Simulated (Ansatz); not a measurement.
# HfSi2O6: the cost of one run

Computed with Ansatz 0.2.0 (DFT PBE, scalar-relativistic, plane waves, PAW, unless a step's input says otherwise).

1 further run of the same task is left out (it didn't finish).

## (1) The structure to begin with

Symmetry: C222, No. 21, orthorhombic system. Conventional cell: a = 4.799 Å, b = 8.311 Å, c = 5.236 Å, α = 90.00°, β = 90.00°, γ = 90.00°. Hf (site symmetry 222) has 4 O at 1.55 Å as nearest neighbours. Si (site symmetry 2) has 4 O at 1.55 Å as nearest neighbours. O (site symmetry 2) is surrounded by 2 Si at 1.55 Å. Around O (site symmetry 1) lie 1 Si at 1.55 Å and 1 Hf at 1.55 Å.

Structure file:

```
CELL_PARAMETERS angstrom
2.39925 -4.15563 0.00000
2.39925 4.15563 0.00000
0.00000 0.00000 5.23595
ATOMIC_POSITIONS crystal
Hf 0.50000 0.50000 0.50000
Si 0.00000 0.50000 0.83333
Si 0.50000 0.00000 0.16667
O 0.19700 0.80300 0.00000
O 0.39400 0.19700 0.33333
O 0.19700 0.39400 0.66667
O 0.80300 0.19700 0.00000
O 0.60600 0.80300 0.33333
O 0.80300 0.60600 0.66667
```

The start is an ordering of an alloy on its end members' structure types: elements ordered on the sites of the SiO2 type, Hf/Si on Si (C222, No. 21).

## (2) The guess as it stands, on a coarse mesh

input.yaml

```yaml
crystal:
  lattice:
    - [2.39925272, -4.15562762, 0.0]
    - [2.39925272, 4.15562762, 0.0]
    - [0.0, 0.0, 5.23595127]
  atoms:
    - { symbol: Hf, position: [0.5, 0.5, 0.5] }
    - { symbol: Si, position: [0.0, 0.5, 0.83333333] }
    - { symbol: Si, position: [0.5, 0.0, 0.16666667] }
    - { symbol: O, position: [0.19700001, 0.80299999, 0.0] }
    - { symbol: O, position: [0.39400002, 0.19700001, 0.33333333] }
    - { symbol: O, position: [0.19700001, 0.39400002, 0.66666667] }
    - { symbol: O, position: [0.80299999, 0.19700001, 0.0] }
    - { symbol: O, position: [0.60599998, 0.80299999, 0.33333333] }
    - { symbol: O, position: [0.80299999, 0.60599998, 0.66666667] }
basis:
  ecutwfc: 420
kpoints:
  mp_grid: { grid: [6, 6, 4] }
hamiltonian:
  xc: pbe
scf:
  occupations: { method: gaussian, width: 0.1 }
  lower_state_search: "off"
output:
  forces: true
  stress: true
  eigenvalues: true
```

Started as:

```bash
$ ansatz run input.yaml --threads 1 --pin off --max-ram 2560MiB --backend cpu --events-out ev --progress --plain --runs-dir out
```

Q: Estimate wall time and peak memory on 1 thread of Intel Xeon at 2.50GHz (Skylake/Cascade Lake), shared host.

About 34 s, with a peak of 0.44 GiB.
